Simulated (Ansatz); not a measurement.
# NiO: the cost of one run

Method: run time, phonons, PBE+U, PAW, in Ansatz 0.2 early development.

### 1 The starting structure

Symmetry: Fm-3m, No. 225, cubic system. The conventional cell has a = 4.170 Å, b = 4.170 Å, c = 4.170 Å, α = 90.00°, β = 90.00°, γ = 90.00°. Around Ni (site symmetry m-3m) lie 6 O at 2.08 Å. O (site symmetry m-3m) has 6 Ni at 2.08 Å as nearest neighbours.

Structure file:

```
CELL_PARAMETERS angstrom
4.17000 2.08500 2.08500
2.08500 4.17000 2.08500
2.08500 2.08500 4.17000
ATOMIC_POSITIONS crystal
Ni 0.00000 0.00000 0.00000
Ni 0.50000 0.50000 0.50000
O 0.25000 0.25000 0.25000
O 0.75000 0.75000 0.75000
```

### 2 The run

input.yaml

```yaml
crystal:
  lattice: [[4.17,2.085,2.085],[2.085,4.17,2.085],[2.085,2.085,4.17]]
  atoms:
    - { symbol: Ni, position: [0, 0, 0], spin: 1.7 }
    - { symbol: Ni, position: [0.5, 0.5, 0.5], spin: -1.7 }
    - { symbol: O, position: [0.25, 0.25, 0.25], spin: 0 }
    - { symbol: O, position: [0.75, 0.75, 0.75], spin: 0 }
kpoints: { mp_grid: { grid: [4, 4, 4] } }
hamiltonian: { xc: pbe, pseudopotentials: { kind: paw, source: ansatz }, hubbard: [{ species: Ni, l: d, u_eff: 5.3 }] }
magnetization: { spin_polarized: true }
scf: { lower_state_search: "off", occupations: { method: fermi_dirac, width: 0.05 eV } }
phonons: { method: dfpt }
```

Started as:

```sh
> ansatz run input --backend cpu --progress --threads 11 --events-out ev
```

What time and memory should one allow on 11 threads of Arm Neoverse V2 (Grace), shared host?

About 44 s, with a peak of 1.5 GiB.
